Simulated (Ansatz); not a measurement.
# C₂H₄Cl₂OSi: one species, many methods

The task here is to estimate one member of a computed series from the others.

Computed with Ansatz 0.2.0, Gaussian basis. Level: functionals in def2-TZVPP, the program's frozen cores in correlated methods.

Plan: LDA (SPW92), PBE-D4, revPBE-D4, BLYP-D4, r2SCAN-D4, B97M-V, PBE0-D4, B3LYP-D4, r2SCANh-D4, r2SCAN0-D4, HSE06-D4, BHLYP-D4, CAM-B3LYP-D4, LC-ωPBE, ωB97X-V, ωB97M-V, B2PLYP, PBE-QIDH; CCSD(T)/def2-SVP; CCSD(T)/def2-TZVPP; MP2/def2-QZVPP; extrapolation to the limit; RPA on PBE.

### Structure used throughout

The geometry comes from an earlier relaxation with PBE0-D4 in a triple-zeta def2 set; it is a stationary point, not always the lowest conformer.

SMILES `C=C[Si](O)(Cl)Cl`, 10 atoms, charge 0, spin multiplicity 1.

Atoms are counted from 1 here; the program's logs count them from 0.

Bond lengths: C1–C2 1.330 Å, C1–H7 1.086 Å, C1–H8 1.085 Å, C2–Si3 1.833 Å, C2–H9 1.087 Å, Si3–O4 1.625 Å, Si3–Cl5 2.049 Å, Si3–Cl6 2.049 Å, O4–H10 0.959 Å. Angles: C2–C1–H7 121.7°, C2–C1–H8 121.6°, H7–C1–H8 116.6°, C1–C2–Si3 122.2°, C1–C2–H9 119.5°, Si3–C2–H9 118.2°, C2–Si3–O4 108.2°, C2–Si3–Cl5 110.8°, C2–Si3–Cl6 110.8°, O4–Si3–Cl5 110.5°, O4–Si3–Cl6 110.5°, Cl5–Si3–Cl6 106.0°, Si3–O4–H10 118.7°.

As a file:

```
C     0.1558   -1.1285    1.3598
C    -0.5330   -0.0940    0.8868
Si   -0.1495    0.6789   -0.7304
O     1.1069   -0.1154   -1.3872
Cl   -1.7744    0.6070   -1.9761
Cl    0.2971    2.6652   -0.5008
H    -0.0784   -1.5804    2.3192
H     0.9811   -1.5638    0.8056
H    -1.3539    0.3154    1.4708
H     1.4314    0.1642   -2.2448
```

The first run:

in.yaml

```yaml
crystal:
  periodic: [false, false, false]
  atoms:
    - {symbol: C, position_ang: [0.155811, -1.128492, 1.359794]}
    - {symbol: C, position_ang: [-0.533007, -0.094006, 0.886824]}
    - {symbol: Si, position_ang: [-0.149456, 0.678934, -0.730395]}
    - {symbol: O, position_ang: [1.106919, -0.115405, -1.387211]}
    - {symbol: Cl, position_ang: [-1.774437, 0.607012, -1.976149]}
    - {symbol: Cl, position_ang: [0.297118, 2.665243, -0.500778]}
    - {symbol: H, position_ang: [-0.078422, -1.580424, 2.319151]}
    - {symbol: H, position_ang: [0.981099, -1.563774, 0.805635]}
    - {symbol: H, position_ang: [-1.353857, 0.315428, 1.470785]}
    - {symbol: H, position_ang: [1.431433, 0.164185, -2.244755]}
basis:
  gaussian: {orbitals: def2-TZVPP}
hamiltonian: {xc: lda}
output: {orbitals: {seedname: orbitals}}
```

The run is started by

```bash
> ansatz run in.yaml --threads 2 --pin off --events-out ev --progress --plain --max-ram 32768MiB --backend cuda --devices 0, --max-vram 18GiB
```

Steps of the session up to this table: LDA; PBE-D4 (GGA); revPBE-D4 (GGA); BLYP-D4 (GGA); r2SCAN-D4 (meta-GGA); B97M-V (meta-GGA); PBE0-D4 (hybrid); B3LYP-D4 (hybrid); r2SCANh-D4 (hybrid); r2SCAN0-D4 (hybrid); HSE06-D4 (hybrid); BHLYP-D4 (hybrid); CAM-B3LYP-D4 (range-separated); LC-ωPBE (range-separated); ωB97X-V (range-separated); ωB97M-V (range-separated); B2PLYP (double hybrid); PBE-QIDH (double hybrid).

One table of the session follows, with a row left open; its other results are not shown here.

It belongs to the step «Frontier levels by functional». 

| functional | HOMO (eV) | gap (eV) |
| --- | --- | --- |
| LDA (SPW92) | -7.40 | 5.24 |
| PBE-D4 | -7.21 | 5.30 |
| revPBE-D4 | -7.15 | 5.33 |
| BLYP-D4 | -7.02 | 5.28 |
| r2SCAN-D4 | -7.46 | 5.75 |
| B97M-V | -7.46 | 5.82 |
| PBE0-D4 | -8.39 | 7.48 |
| B3LYP-D4 | -8.13 | 7.02 |
| r2SCANh-D4 | ? | ? |
| r2SCAN0-D4 | -8.56 | 7.75 |
| HSE06-D4 | -7.99 | 6.69 |
| BHLYP-D4 | -9.35 | 9.58 |
| CAM-B3LYP-D4 | -9.71 | 9.98 |
| LC-ωPBE | -11.18 | 12.58 |
| ωB97X-V | -10.75 | 12.09 |
| ωB97M-V | -10.63 | 11.86 |

Estimate the missing values for r2SCANh-D4.

Worked estimate for «HOMO (eV)». Against the share of exact exchange, r2SCAN-D4 (0, -7.46), r2SCAN0-D4 (0.25, -8.56) give a slope of -4.40 per unit share; at 0.1 the line stands at -7.90.

As computed: HOMO (eV): -7.90; gap (eV): 6.56. In «HOMO (eV)» the line misses by 0.00.
